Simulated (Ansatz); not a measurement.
C₂H₃Br₂F, SMILES FC(Br)CBr, energies of removing a hydrogen

With Ansatz 0.2.0, Python API.

Notebook, run cell by cell (the value of a cell's last expression is shown):

**Cell 1**
```python
import ansatz as az
from ase import Atoms


def single_point(molecule, charge=0, unpaired=0):
    calc = molecule.calculation().basis(gaussian="def2-TZVP").functional("B3LYP")
    if charge:
        calc = calc.charge(charge)
    if unpaired:
        calc = calc.spin("collinear", total=unpaired)
    return calc.run(threads=1, backend="cpu").report["free_energy_ev"]
```

**Cell 2**
```python
def without(molecule, index):
    rest = az.Crystal.molecule()
    for i, site in enumerate(molecule.cartesian_sites):
        if i != index:
            rest = rest.atom(site.symbol, site.position_ang)
    return rest
```

**Cell 3**
```python
atoms = Atoms(["F", "C", "Br", "C", "Br", "H", "H", "H"], positions=[
    [-0.5287, -0.5441, 1.5876],
    [0.3304, -0.076, 0.6616],
    [1.7467, -1.3772, 0.5549],
    [-0.2433, 0.0608, -0.6994],
    [-1.5284, 1.5736, -0.7373],
    [0.7766, 0.8774, 1.0167],
    [0.4302, 0.2338, -1.4941],
    [-0.8914, -0.8055, -0.9458],
])
system = az.Crystal.molecule_from_ase(atoms)

whole = single_point(system, 0)
hydrogen = single_point(az.Crystal.molecule().atom("H", (0, 0, 0)), 0, 1)
print(f"E(molecule) = {whole:.5f} eV, E(H) = {hydrogen:.5f} eV")
for index in [5, 7]:
    radical = single_point(without(system, index), 0, 1)
    print(f"H{index}: homolysis {(radical + hydrogen - whole):.3f} eV")
    anion = single_point(without(system, index), -1)
    print(f"H{index}: loss of a proton {(anion - whole):.3f} eV")
```
Output:
```text
E(molecule) = -144935.90331 eV, E(H) = -13.66431 eV
H5: homolysis 4.561 eV
H5: loss of a proton 16.829 eV
H7: homolysis 4.723 eV
H7: loss of a proton 16.699 eV
```

These settings explore the input space; basis and method may be short of convergence. The geometry is a force-field or estimated start, not a minimum of this method, and the basis set is short of its limit. All parts are taken at fixed geometry, without zero-point energy. b3lyp holds the VWN-RPA fit, as in Gaussian; the form of ORCA and Turbomole is b3lyp5. The spin-orbit lowering of heavy atoms is left out. Anions want diffuse functions, which this basis lacks. Run time: 74 s on 1 thread of Arm Neoverse V1, on a shared host, peak memory 0.84 GiB.
